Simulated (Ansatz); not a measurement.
# Cl3HSeTi: the cost of one run

Computed with Ansatz 0.2.0, Gaussian basis. Level: r2SCAN/def2-SVP with D3(BJ) with three-body dispersion.

**1. Structure used throughout**

An earlier PBE0-D4 in a triple-zeta def2 set relaxation fixed the geometry.

6 atoms, charge 0, spin multiplicity 1.

Atoms are counted from 1 here; the program's logs count them from 0.

Bond lengths: Cl1–Ti2 2.171 Å, Ti2–Cl3 2.161 Å, Ti2–Cl4 2.171 Å, Ti2–Se5 2.390 Å, Se5–H6 1.475 Å. Angles: Cl1–Ti2–Cl3 112.6°, Cl1–Ti2–Cl4 109.5°, Cl1–Ti2–Se5 109.3°, Cl3–Ti2–Cl4 112.5°, Cl3–Ti2–Se5 103.6°, Cl4–Ti2–Se5 109.3°, Ti2–Se5–H6 88.6°.

**2. Dynamics**

Input file in.yaml:

```yaml
crystal:
  periodic: [false, false, false]
  atoms:
    - {symbol: Cl, position_ang: [-1.015655, -1.257654, 1.598620]}
    - {symbol: Ti, position_ang: [0.258862, -0.455098, 0.034670]}
    - {symbol: Cl, position_ang: [2.353047, -0.858389, 0.383273]}
    - {symbol: Cl, position_ang: [-0.417589, -1.185031, -1.895196]}
    - {symbol: Se, position_ang: [0.135835, 1.931754, 0.062970]}
    - {symbol: H, position_ang: [-1.314489, 1.824429, -0.184348]}
basis:
  gaussian: {orbitals: def2-SVP}
hamiltonian: {xc: {name: r2SCAN}, dispersion: d3bjatm}
md: {timestep: 1 fs, n_steps: 30, ensemble: nve, temperature: 1500, initial_velocities: maxwell_boltzmann, seed: 688}
```

Started as:

```bash
> ansatz run in.yaml --threads 4 --pin off --events-out ev --progress --plain --max-ram 11315MiB
```

What time and memory should one allow on 4 threads of Arm Neoverse V1, shared host?

About 2.5 min, with a peak of 0.25 GiB.
